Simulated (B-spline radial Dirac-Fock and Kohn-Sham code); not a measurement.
# Inner shells of Cs⁵²⁺

Aim: for cesium as Cs⁵²⁺, compute its X-ray form factor and Compton profile and the binding energy of each subshell.

Program: B-spline radial Dirac-Fock and Kohn-Sham code, version 2. Model: a free atom or ion on a radial basis; each step names its model. All values are calculated, but those marked as tabulated.

### Step 1. The system

Cesium as Cs⁵²⁺ in the configuration [He] 2s1.

* nuclear charge: 55
* electrons: 3
* mass number: 133
* nuclear rms radius: 4.8041 fm

Outer shells as boxes (Hund's rule, for the drawing alone; heavy ions are jj-coupled, and the calculation averages over the configuration):

```
[He] core
2s [↑ ]
```

### Step 2. Form factor and Compton profile

Model: Dirac-Fock average of configuration, finite nucleus; form factor of the spherical density, Waller-Hartree incoherent function, impulse-approximation Compton profiles.

The run's settings:

```ini
task = scatter
Z = 55
charge = 52
configuration = 1s2 2s1
mass_number = 133
rms_radius = 4.8041  # fm
s = [0.0, 0.05, 0.1, 0.15, 0.2, 0.25, 0.3, 0.35, 0.4, 0.45, 0.5, 0.6, 0.7, 0.8, 0.9, 1.0, 1.1, 1.2, 1.4, 1.6, 1.8, 2.0, 2.5, 3.0, 3.5, 4.0, 5.0, 6.0]  # 1/A
pz = [0, 0.1, 0.14, 0.2, 0.29, 0.42, 0.6, 0.86, 1.2, 1.8, 2.5, 3.6, 5.1, 7.3, 11.0, 15.0, 22.0, 31.0, 44.0, 63.0, 90.0]  # a.u.
photon_energy = [8047.8, 10000, 17479.3, 20000, 100000, 200000, 500000, 1000000]  # eV
```

### Step 3. Core and valence levels

Model: Dirac-Fock average of configuration, Delta-SCF, finite nucleus, first-order Breit with its frequency dependence, self-energy and vacuum polarisation.

Recorded inputs:

```ini
task = binding
```

Before running it: what results should come out? Wanted: rms radius of the electron cloud; Compton profile at zero; deepest level listed, L1; least bound, L1.

**Answer**, as computed:

| quantity | value |
| --- | --- |
| rms radius of the electron cloud | 0.0703 bohr |
| Compton profile at zero | 0.07714 1/a.u. |
| deepest level listed, L1 (2s) | 10208.5 eV |
| least bound, L1 (2s) | 10208.5 eV |
| ionisation energy, NIST (theoretical) | 10208.8 eV |

What this shows: The cloud is so compact that f stays above half of 3 out to s = 6.00 1/Å. Incoherent scattering outweighs coherent from 500 keV on, among the energies asked. The L1 (2s) level lies 0.0163 eV under Koopmans' value by relaxation alone; Breit gives -6.04 and QED -6.69 eV. NIST's ionisation energy differs by +0.26 eV from the least binding energy; correlation is missing from the calculation. The Hartree-Fock and Dirac-Fock values hold no electron correlation.
